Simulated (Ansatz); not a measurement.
# BeBr3: the cost of one run

Computed with Ansatz 0.2.0 (DFT PBE, scalar-relativistic, plane waves, PAW, unless a step's input says otherwise).

**1. The starting structure**

It takes space group I4/mmm (No. 139, tetragonal). Conventional cell: a = 4.428 Å, b = 4.428 Å, c = 9.890 Å, α = 90.00°, β = 90.00°, γ = 90.00°. Be (site symmetry 4/mmm) is surrounded by 12 Br at 3.13 to 3.32 Å. Around Br (site symmetry 4/mmm) lie 4 Be at 3.13 Å. Br (site symmetry -4m2) has 8 Br at 3.13 to 3.32 Å and 4 Be at 3.32 Å as nearest neighbours.

Coordinates:

```
CELL_PARAMETERS angstrom
-2.21385 2.21385 4.94522
2.21385 -2.21385 4.94522
2.21385 2.21385 -4.94522
ATOMIC_POSITIONS crystal
Be 0.00000 0.00000 0.00000
Br 0.50000 0.50000 0.00000
Br 0.25000 0.75000 0.50000
Br 0.75000 0.25000 0.50000
```

This is candidate A: TiAl3 (D0_22) type (I4/mmm, No. 139).

(A quick probe on a coarse mesh, which set the mesh and smearing, is not shown.)

**3. The relaxation (candidate A)**

Input file input.yaml:

```yaml
crystal:
  lattice:
    - [-2.213847095, 2.213847095, 4.9452168875]
    - [2.213847095, -2.213847095, 4.9452168875]
    - [2.213847095, 2.213847095, -4.9452168875]
  atoms:
    - { symbol: Be, position: [0.0, 0.0, 0.0] }
    - { symbol: Br, position: [0.5, 0.5, 0.0] }
    - { symbol: Br, position: [0.25, 0.75, 0.5] }
    - { symbol: Br, position: [0.75, 0.25, 0.5] }
basis:
  ecutwfc: 420
kpoints:
  mp_grid: { grid: [14, 14, 14] }
hamiltonian:
  xc: pbe
scf:
  occupations: { method: gaussian, width: 0.1 }
output:
  forces: true
  stress: true
  eigenvalues: true
relax:
  adjacent_minimum: "off"
  f_tol: 0.01
  max_steps: 80
  cell: { stress_tol: 0.05 }
```

The run is started by

```bash
$ ansatz run input.yaml --threads 1 --pin off --max-ram 2560MiB --backend cpu --events-out ev --progress --plain --runs-dir out
```

What time and memory should one allow on 1 thread of Intel Xeon Platinum 8259CL at 2.50GHz (Skylake/Cascade Lake), shared host?

About 7.2 min, with a peak of 0.82 GiB.
